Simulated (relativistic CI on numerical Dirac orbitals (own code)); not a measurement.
# O⁴⁺: one ion under different settings

Aim: see what numerical and physical settings do to the SCF, the total energy and the lowest levels of O⁴⁺.

The numbers are computed with relativistic CI on numerical Dirac orbitals (own code) version 3 (Dirac-Coulomb-Breit CI, KLI orbitals optimised for each configuration, model QED (radiative potential, 1s self-energy scaled to tabulated hydrogen-like ionisation energies), numerical settings as typed), except any that are marked as measured or tabulated.

## Step 1: Starting point

| Item | Value |
| --- | --- |
| ion | O⁴⁺ (O V) |
| nuclear charge | 8 |
| electrons | 4 |
| isotope | A = 16 |

## Step 2: A try

The run's settings:

```ini
atom O  Z=8  charge=4  electrons=4
nucleus A=16  rms_radius_fm=2.6991
hamiltonian dirac-coulomb  breit=on  qed=on  c_scale=1
orbitals kli  potential=per-configuration
slater_scale 1
correlation none
mixing on
grid step=0.0125 r_max=16.6
scf mixing=0.4 start=green max_iterations=82 tolerance=2e-08 node_fill=0.05
configurations
  [He] 2s2
  [He] 2s2
end
```

Launch:

```bash
python run_levels.py task.json out
```

task.json lists these runs, among others, and the program works through them in turn.

Results of the run (chosen fields of its result record, rounded):

```text
status: refused
warnings: ["a configuration is listed twice"]
```

It took 0.00063 s on 1 thread, shared host.

What went wrong: the program refused the input. One configuration stands twice in the list, which would make the CI basis linearly dependent. The input had a configuration typed twice. The cure is to strike the repeat.

## Step 3: With the usual settings

The settings differ from step 2 so:

```diff
@@ -8,6 +8,5 @@
 grid step=0.0125 r_max=16.6
-scf mixing=0.4 start=green max_iterations=82 tolerance=2e-08 node_fill=0.05
+scf mixing=0.4 start=green max_iterations=150 tolerance=2e-08 node_fill=0.05
 configurations
   [He] 2s2
-  [He] 2s2
 end
```

Results of the run:

```text
status: converged
levels [i, E_cm, J2, conf, term, w_term, w_jj]:
  - [0, 0, 0, "2s2", "1S", 1, 1]
total_energy [Ha]: -68.301678662
n_levels_all: 1
overlap: 5.33897e-14
scf_iterations: [8]
orbital_energies [Ha]: {"1s": -23.4421, "2s": -4.08651}
configurations [conf, odd, states, E_av_Ha, breit_Ha, qed_Ha]:
  - ["2s2", 0, 1, -68.31344272, 0.006831, 0.004933]
scf_steps of the first configuration [iteration, E_Ha, residual, outer_eigenvalue_Ha]:
  - [1, -67.96655648, 0.785, -5.067]
  - [2, -68.20143127, 0.448, -4.613]
  - [3, -68.31345155, 0.00577, -4.091]
  - [4, -68.31342418, 0.00338, -4.092]
  - [5, -68.31344254, 2.88e-05, -4.086]
  - [6, -68.31344272, 2.73e-06, -4.087]
  - [7, -68.31344272, 1.65e-07, -4.087]
  - [8, -68.31344272, 1.64e-09, -4.087]
```

Wall time 0.054 s (1 thread, shared host).

## Step 4: Tolerance 1e-05

The settings differ from step 3 so:

```diff
@@ -8,3 +8,3 @@
 grid step=0.0125 r_max=16.6
-scf mixing=0.4 start=green max_iterations=150 tolerance=2e-08 node_fill=0.05
+scf mixing=0.4 start=green max_iterations=150 tolerance=1e-05 node_fill=0.05
 configurations
```

Results of the run:

```text
status: converged
levels [i, E_cm, J2, conf, term, w_term]:
  - [0, 0, 0, "2s2", "1S", 1]
total_energy [Ha]: -68.301678666
n_levels_all: 1
overlap: 5.328e-14
scf_iterations: [6]
orbital_energies [Ha]: {"1s": -23.4421, "2s": -4.0865}
configurations [conf, odd, states, E_av_Ha, breit_Ha, qed_Ha]:
  - ["2s2", 0, 1, -68.31344272, 0.006831, 0.004933]
scf_steps of the first configuration [iteration, E_Ha, residual, outer_eigenvalue_Ha]:
  - [1, -67.96655648, 0.785, -5.067]
  - [2, -68.20143127, 0.448, -4.613]
  - [3, -68.31345155, 0.00577, -4.091]
  - [4, -68.31342418, 0.00338, -4.092]
  - [5, -68.31344254, 2.88e-05, -4.086]
  - [6, -68.31344272, 2.73e-06, -4.087]
```

Run time: 0.053 s. Hardware: 1 thread, shared host.

## Step 5: QED terms off, iteration limit 30, Slater scale 0.6

The run's settings:

```ini
atom O  Z=8  charge=4  electrons=4
nucleus A=16  rms_radius_fm=2.6991
hamiltonian dirac-coulomb  breit=on  qed=off  c_scale=1
orbitals kli  potential=per-configuration
slater_scale 0.6
correlation none
mixing on
grid step=0.0125 r_max=16.6
scf mixing=0.4 start=green max_iterations=30 tolerance=2e-08 node_fill=0.05
configurations
  [He] 2s2
end
```

Results of the run:

```text
status: converged
levels [i, E_cm, J2, conf, term, w_term]:
  - [0, 0, 0, "2s2", "1S", 1]
total_energy [Ha]: -68.306611996
n_levels_all: 1
overlap: 5.33897e-14
scf_iterations: [8]
orbital_energies [Ha]: {"1s": -23.4421, "2s": -4.08651}
configurations [conf, odd, states, E_av_Ha, breit_Ha, qed_Ha]:
  - ["2s2", 0, 1, -68.31344272, 0.006831, 0]
scf_steps of the first configuration [iteration, E_Ha, residual, outer_eigenvalue_Ha]:
  - [1, -67.96655648, 0.785, -5.067]
  - [2, -68.20143127, 0.448, -4.613]
  - [3, -68.31345155, 0.00577, -4.091]
  - [4, -68.31342418, 0.00338, -4.092]
  - [5, -68.31344254, 2.88e-05, -4.086]
  - [6, -68.31344272, 2.73e-06, -4.087]
  - [7, -68.31344272, 1.65e-07, -4.087]
  - [8, -68.31344272, 1.64e-09, -4.087]
```

Wall time 0.009 s (1 thread, shared host).

## Step 6: Breit term off, potential mixing 0.9

The run's settings:

```ini
atom O  Z=8  charge=4  electrons=4
nucleus A=16  rms_radius_fm=2.6991
hamiltonian dirac-coulomb  breit=off  qed=on  c_scale=1
orbitals kli  potential=per-configuration
slater_scale 1
correlation none
mixing on
grid step=0.0125 r_max=16.6
scf mixing=0.9 start=green max_iterations=150 tolerance=2e-08 node_fill=0.05
configurations
  [He] 2s2
end
```

Results of the run:

```text
status: converged
levels [i, E_cm, J2, conf, term, w_term]:
  - [0, 0, 0, "2s2", "1S", 1]
total_energy [Ha]: -68.308509389
n_levels_all: 1
overlap: 5.38832e-14
scf_iterations: [6]
orbital_energies [Ha]: {"1s": -23.4421, "2s": -4.08651}
configurations [conf, odd, states, E_av_Ha, breit_Ha, qed_Ha]:
  - ["2s2", 0, 1, -68.31344272, 0, 0.004933]
scf_steps of the first configuration [iteration, E_Ha, residual, outer_eigenvalue_Ha]:
  - [1, -67.96655648, 0.785, -5.067]
  - [2, -68.31331299, 0.00732, -4.106]
  - [3, -68.31344495, 0.000891, -4.087]
  - [4, -68.31344264, 9.73e-06, -4.087]
  - [5, -68.31344272, 2.41e-07, -4.087]
  - [6, -68.31344272, 8.49e-09, -4.087]
```

Run time: 0.052 s. Hardware: 1 thread, shared host.

## Step 7: Speed-of-light factor 1.25, QED terms off, tolerance 0.0001

The run's settings:

```ini
atom O  Z=8  charge=4  electrons=4
nucleus A=16  rms_radius_fm=2.6991
hamiltonian dirac-coulomb  breit=on  qed=off  c_scale=1.25
orbitals kli  potential=per-configuration
slater_scale 1
correlation none
mixing on
grid step=0.0125 r_max=16.6
scf mixing=0.4 start=green max_iterations=150 tolerance=0.0001 node_fill=0.05
configurations
  [He] 2s2
end
```

Results of the run:

```text
status: converged
levels [i, E_cm, J2, conf, term, w_term]:
  - [0, 0, 0, "2s2", "1S", 1]
total_energy [Ha]: -68.288640668
n_levels_all: 1
overlap: 5.34772e-14
scf_iterations: [5]
orbital_energies [Ha]: {"1s": -23.436, "2s": -4.08516}
configurations [conf, odd, states, E_av_Ha, breit_Ha, qed_Ha]:
  - ["2s2", 0, 1, -68.29301069, 0.00437, 0]
scf_steps of the first configuration [iteration, E_Ha, residual, outer_eigenvalue_Ha]:
  - [1, -67.94676352, 0.784, -5.065]
  - [2, -68.1812007, 0.448, -4.611]
  - [3, -68.29301955, 0.00576, -4.089]
  - [4, -68.29299243, 0.00338, -4.09]
  - [5, -68.29301069, 2.87e-05, -4.085]
```

Run time: 0.0084 s. Hardware: 1 thread, shared host.

With a scaled speed of light this is not the real ion; the QED potentials keep the true α and change only through the orbitals.

## Step 8: Speed-of-light factor 0.2

The run's settings:

```ini
atom O  Z=8  charge=4  electrons=4
nucleus A=16  rms_radius_fm=2.6991
hamiltonian dirac-coulomb  breit=on  qed=on  c_scale=0.2
orbitals kli  potential=per-configuration
slater_scale 1
correlation none
mixing on
grid step=0.0125 r_max=16.6
scf mixing=0.4 start=green max_iterations=71 tolerance=2e-08 node_fill=0.05
configurations
  [He] 2s2
end
```

Results of the run:

```text
status: converged
levels [i, E_cm, J2, conf, term, w_term]:
  - [0, 0, 0, "2s2", "1S", 1]
total_energy [Ha]: -69.54960315
n_levels_all: 1
overlap: 5.49282e-14
scf_iterations: [8]
orbital_energies [Ha]: {"1s": -23.8654, "2s": -4.17507}
configurations [conf, odd, states, E_av_Ha, breit_Ha, qed_Ha]:
  - ["2s2", 0, 1, -69.73340166, 0.1752, 0.008612]
scf_steps of the first configuration [iteration, E_Ha, residual, outer_eigenvalue_Ha]:
  - [1, -69.34033652, 0.825, -5.239]
  - [2, -69.60688202, 0.47, -4.744]
  - [3, -69.73342242, 0.00681, -4.18]
  - [4, -69.73337544, 0.0036, -4.181]
  - [5, -69.73340141, 3.5e-05, -4.175]
  - [6, -69.73340166, 3.16e-06, -4.175]
  - [7, -69.73340166, 2.4e-07, -4.175]
  - [8, -69.73340166, 1.99e-09, -4.175]
```

Run time: 0.053 s. Hardware: 1 thread, shared host.

This setting is unsound; the numbers are not properties of the ion.

With a scaled speed of light this is not the real ion; the QED potentials keep the true α and change only through the orbitals.

## Step 9: The runs side by side

| setting | total energy less usual (Ha) | largest shift of a level among the lowest eight of both runs, same label and place (cm⁻¹) | SCF iterations | time | lowest level | kind of change |
| --- | --- | --- | --- | --- | --- | --- |
| usual | 0 | 0 | 8 | 0.054 s | 2s2 1S0 | - |
| tolerance 1e-05 | 0 | - | 6 | 0.053 s | 2s2 1S0 | numerical |
| QED terms off, iteration limit 30, Slater scale 0.6 | -0.00493 | - | 8 | 0.009 s | 2s2 1S0 | model term |
| Breit term off, potential mixing 0.9 | -0.00683 | - | 6 | 0.052 s | 2s2 1S0 | model term |
| speed-of-light factor 1.25, QED terms off, tolerance 0.0001 | 0.013 | - | 5 | 0.0084 s | 2s2 1S0 | unphysical constant |
| speed-of-light factor 0.2 | -1.25 | - | 8 | 0.053 s | 2s2 1S0 | unsound |

## Step 10: What came out

| quantity | value |
| --- | --- |
| lowest level, usual settings | 2s2 1S0 |
| total energy | -68.3017 Ha |
| runs without a result | 1 |

In words: No visible change in the result comes from «tolerance 1e-05». Only the listed configurations are in the model.
